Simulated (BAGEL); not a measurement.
# HF/STO-3G (density fitting with cc-pvqz-jkfit) run of BBr2F (dibromofluoroborane)

What is the vertical singlet–triplet gap of BBr2F (dibromofluoroborane) at HF/STO-3G (density fitting with cc-pvqz-jkfit)? 

The calculation is run with BAGEL 1.2.2.

6 further runs of the same task are left out: 6 set aside as unsound or not needed.

## 1. The system as given

The species is BBr2F (4 atoms), meant as a singlet with charge 0. SMILES: `FB(Br)Br`. Geometry: relaxed at PBE0-D4/def2-TZVP.

Bond lengths: F1–B2 1.307 Å, B2–Br3 1.901 Å, B2–Br4 1.901 Å. Angles: F1–B2–Br3 119.1°, F1–B2–Br4 119.1°, Br3–B2–Br4 121.7°.

## 2. A single-point energy at HF/STO-3G (density fitting with cc-pvqz-jkfit)

Contents of hf.json:

```json
{ "bagel" : [

{
  "title" : "molecule",
  "basis" : "sto-3g",
  "df_basis" : "cc-pvqz-jkfit",
  "angstrom" : true,
  "geometry" : [
    { "atom" : "F", "xyz" : [    1.316550,    0.465960,    0.364370 ] },
    { "atom" : "B", "xyz" : [    0.123960,    0.043770,    0.034160 ] },
    { "atom" : "Br", "xyz" : [   -0.483040,   -1.629420,    0.701450 ] },
    { "atom" : "Br", "xyz" : [   -0.957470,    1.119690,   -1.099980 ] }
  ]
},
{ "title" : "hf" },
{ "title" : "print", "file" : "orbitals.molden", "orbitals" : true }

]}
```

Command:

```bash
$ BAGEL_NUM_THREADS=1 BAGEL hf.json > hf.out
```

The log of the run:

```text
* using 1 threads per process

  ===============================================================
  ===============================================================

  *** Geometry ***

  { "atom" : "F", "xyz" : [      2.487919,      0.880537,      0.688560 ] },
  { "atom" : "B", "xyz" : [      0.234250,      0.082713,      0.064553 ] },
  { "atom" : "Br", "xyz" : [     -0.912813,     -3.079158,      1.325548 ] },
  { "atom" : "Br", "xyz" : [     -1.809356,      2.115907,     -2.078661 ] },

  Number of auxiliary basis functions:      648

  Since a DF basis is specified, we compute 2- and 3-index integrals:
    o Being stored without compression. Storage requirement is 0.011 GB

  Number of basis functions:       46
  Number of electrons      :       84

    * METHOD: MOLECULE                             0.33

  *** RHF ***

  === Nuclear Repulsion ===
   430.6630164203

      * DIIS with orbital gradients will be used.

  === RHF iteration (sto-3g) ===
      0      -5211.75580156          0.01278267           0.09
      1      -5211.86421478          0.00474972           0.09
      2      -5211.87781212          0.00044707           0.09
      3      -5211.87805108          0.00005882           0.09
      4      -5211.87805688          0.00001721           0.09
      5      -5211.87805742          0.00000399           0.09
      6      -5211.87805745          0.00000108           0.10
      7      -5211.87805746          0.00000026           0.10
      8      -5211.87805746          0.00000008           0.10
      9      -5211.87805746          0.00000002           0.10
     10      -5211.87805746          0.00000001           0.10
    * SCF iteration converged.

    * Permanent dipole moment:
           (   -0.291520,    -0.102973,    -0.080433) a.u.

    * METHOD: HF                                   1.18

    * METHOD: PRINT                                0.00

  ===============================================================
```

Run time: 1.7 s. Hardware: 1 thread of Arm Neoverse V2, shared host; peak memory 0.11 GiB.

## 3. The triplet at the same level

Contents of calc.json:

```json
{ "bagel": [

{
  "title": "molecule",
  "basis": "sto-3g",
  "df_basis": "cc-pvqz-jkfit",
  "angstrom": true,
  "geometry": [
    { "atom": "F", "xyz": [    1.316550,    0.465960,    0.364370 ] },
    { "atom": "B", "xyz": [    0.123960,    0.043770,    0.034160 ] },
    { "atom": "Br", "xyz": [   -0.483040,   -1.629420,    0.701450 ] },
    { "atom": "Br", "xyz": [   -0.957470,    1.119690,   -1.099980 ] }
  ]
},
{
  "title": "uhf",
  "nopen": 2
},
{
  "title": "print",
  "file": "orbitals.molden",
  "orbitals": true
}

]}
```

Command:

```bash
$ BAGEL_NUM_THREADS=1 BAGEL calc.json > calc.out
```

The log of the run:

```text
* using 1 threads per process

  ===============================================================
  ===============================================================

  *** Geometry ***

  { "atom" : "F", "xyz" : [      2.487919,      0.880537,      0.688560 ] },
  { "atom" : "B", "xyz" : [      0.234250,      0.082713,      0.064553 ] },
  { "atom" : "Br", "xyz" : [     -0.912813,     -3.079158,      1.325548 ] },
  { "atom" : "Br", "xyz" : [     -1.809356,      2.115907,     -2.078661 ] },

  Number of auxiliary basis functions:      648

  Since a DF basis is specified, we compute 2- and 3-index integrals:
    o Being stored without compression. Storage requirement is 0.011 GB

  Number of basis functions:       46
  Number of electrons      :       84

    * METHOD: MOLECULE                             0.33

  *** Open-shell HF ***

  === Nuclear Repulsion ===
   430.6630164203

      * DIIS with orbital gradients will be used.

  === UHF iteration (sto-3g) ===
      0      -5211.57772564          0.01436339           0.19
      1      -5211.62221244          0.00291834           0.18
      2      -5211.62477146          0.00084887           0.19
      3      -5211.62525040          0.00040711           0.18
      4      -5211.62557501          0.00029618           0.18
      5      -5211.62595723          0.00016244           0.18
      6      -5211.62609561          0.00003033           0.18
      7      -5211.62610134          0.00001383           0.18
      8      -5211.62610259          0.00000525           0.18
      9      -5211.62610268          0.00000155           0.18
     10      -5211.62610268          0.00000051           0.18
     11      -5211.62610268          0.00000046           0.18
     12      -5211.62610268          0.00000048           0.19
     13      -5211.62610268          0.00000043           0.19
     14      -5211.62610268          0.00000030           0.17
     15      -5211.62610268          0.00000014           0.17
     16      -5211.62610268          0.00000007           0.17
     17      -5211.62610268          0.00000004           0.18
     18      -5211.62610268          0.00000002           0.18
     19      -5211.62610268          0.00000001           0.18
     20      -5211.62610268          0.00000001           0.18
     21      -5211.62610268          0.00000001           0.17
    * SCF iteration converged.

    * S^2 (UHF) is 2.0129

    * Permanent dipole moment:
           (    0.675524,     0.239016,     0.186455) a.u.

    * METHOD: UHF                                  4.11

    * METHOD: PRINT                                0.00

  ===============================================================
```

It took 4.8 s on 1 thread of Arm Neoverse V2, shared host; peak memory 0.11 GiB.

## 4. Outcome

At HF/STO-3G (density fitting with cc-pvqz-jkfit):

```
                                        quantity           value
                           singlet: total energy  -5211.87806 Eh
                          singlet: dipole moment          0.81 D
                            singlet: HOMO energy        -8.88 eV
                            singlet: LUMO energy         6.41 eV
                          singlet: HOMO–LUMO gap        15.29 eV
                           triplet: total energy  -5211.62610 Eh
                          triplet: dipole moment          1.88 D
                                   triplet: ⟨S²⟩           2.013
vertical energy of the triplet above the singlet        6.856 eV
```

What this shows: At this shape the triplet lies 6.86 eV (662 kJ/mol) above the singlet. In a minimal basis such a difference can be off by several eV, whatever the method.
